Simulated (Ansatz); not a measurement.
# CHFI: the cost of one run

Computed with Ansatz 0.2.0, Gaussian basis. Level: the settings change from run to run.

**1. The molecule**

The geometry comes from an earlier relaxation with PBE0-D4 in a triple-zeta def2 set; it is a stationary point. I takes a core potential in def2 sets; no spin-orbit term is included.

SMILES `F[CH]I`, 4 atoms, charge 0, spin multiplicity 2.

Atoms are counted from 1 here; the program's logs count them from 0.

Bond lengths: F1–C2 1.324 Å, C2–I3 2.062 Å, C2–H4 1.086 Å. Angles: F1–C2–I3 116.3°, F1–C2–H4 114.0°, I3–C2–H4 117.3°.

**2. wB97X-V/def2-TZVPP**

Options: atoms shaken by 0.15 Å, relativity set to scalar, high accuracy.

Input file in.yaml:

```yaml
crystal:
  periodic: [false, false, false]
  atoms:
    - {symbol: F, position_ang: [-0.146217, -1.214644, 0.660781]}
    - {symbol: C, position_ang: [-0.129889, 0.099956, 0.284098]}
    - {symbol: I, position_ang: [-1.021984, 0.879567, -1.290931]}
    - {symbol: H, position_ang: [1.286593, 0.215488, 0.378224]}
basis:
  gaussian: {orbitals: def2-TZVPP}
magnetization: {spin_polarized: true, initial_magnetization: 1}
hamiltonian: {xc: {name: wB97X-V}, pseudopotentials: {relativity: scalar}}
accuracy: high
output: {forces: true}
```

Command:

```bash
$ ansatz run in.yaml --threads 2 --pin off --events-out ev --progress --plain --max-ram 22528MiB --backend cpu
```

Q: Estimate wall time and peak memory on 2 threads of AMD EPYC 7R13, shared host.

About 30 s, with a peak of 0.88 GiB.
